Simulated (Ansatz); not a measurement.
# CH5Cl3GaN: the cost of one run

Method: the settings change from run to run; program: Ansatz 0.2.0, Gaussian basis.

## 1. The molecule

An earlier PBE0-D4 in a triple-zeta def2 set relaxation fixed the geometry.

SMILES `C[NH2+][Ga-]([Cl])([Cl])[Cl]`, 11 atoms, charge 0, spin multiplicity 1.

Atoms are counted from 1 here; the program's logs count them from 0.

Bond lengths: C1–N2 1.474 Å, C1–H7 1.091 Å, C1–H8 1.089 Å, C1–H9 1.089 Å, N2–Ga3 2.056 Å, N2–H10 1.016 Å, N2–H11 1.016 Å, Ga3–Cl4 2.158 Å, Ga3–Cl5 2.158 Å, Ga3–Cl6 2.158 Å. Angles: N2–C1–H7 111.4°, N2–C1–H8 108.6°, N2–C1–H9 108.6°, H7–C1–H8 109.8°, H7–C1–H9 109.8°, H8–C1–H9 108.6°, C1–N2–Ga3 114.9°, C1–N2–H10 110.8°, C1–N2–H11 110.8°, Ga3–N2–H10 106.7°, Ga3–N2–H11 106.7°, H10–N2–H11 106.5°, N2–Ga3–Cl4 101.5°, N2–Ga3–Cl5 100.0°, N2–Ga3–Cl6 101.5°, Cl4–Ga3–Cl5 116.5°, Cl4–Ga3–Cl6 116.5°, Cl5–Ga3–Cl6 116.5°.

Coordinates:

```xyz
11
CH5Cl3GaN
C    -0.0290   -1.1183    0.9231
N     0.6642   -0.2948   -0.0836
Ga   -0.4366    1.2762   -0.8236
Cl   -2.1237    0.2479   -1.6905
Cl    0.9928    2.1146   -2.2059
Cl   -0.8210    2.4127    0.9697
H     0.6045   -1.9329    1.2766
H    -0.9352   -1.5240    0.4759
H    -0.3100   -0.4807    1.7599
H     1.5176    0.1016    0.3008
H     0.9419   -0.8593   -0.8819
```

## 2. wB97/x2c-TZVPPall

This run has multiplicity 3, restricted open-shell orbitals, atoms shaken by 0.03 Å.

Contents of in.yaml:

```yaml
crystal:
  periodic: [false, false, false]
  atoms:
    - {symbol: C, position_ang: [-0.007619, -1.130180, 0.934228]}
    - {symbol: N, position_ang: [0.622433, -0.295747, -0.157001]}
    - {symbol: Ga, position_ang: [-0.427308, 1.231188, -0.848057]}
    - {symbol: Cl, position_ang: [-2.160248, 0.231748, -1.681339]}
    - {symbol: Cl, position_ang: [0.991283, 2.077124, -2.222876]}
    - {symbol: Cl, position_ang: [-0.880077, 2.420627, 1.051121]}
    - {symbol: H, position_ang: [0.587885, -1.930607, 1.271829]}
    - {symbol: H, position_ang: [-0.899221, -1.532117, 0.505317]}
    - {symbol: H, position_ang: [-0.273648, -0.450500, 1.757790]}
    - {symbol: H, position_ang: [1.520339, 0.140118, 0.235073]}
    - {symbol: H, position_ang: [0.925492, -0.829504, -0.894929]}
basis:
  gaussian: {orbitals: x2c-TZVPPall}
magnetization: {spin_polarized: false, initial_magnetization: 2}
hamiltonian: {xc: {name: wB97}}
output: {forces: true}
```

Started as:

```
$ ansatz run in.yaml --threads 4 --pin off --events-out ev --progress --plain --max-ram 11315MiB
```

What time and memory should one allow on 4 threads of Arm Neoverse V2, shared host?

About 81 s, with a peak of 2 GiB.
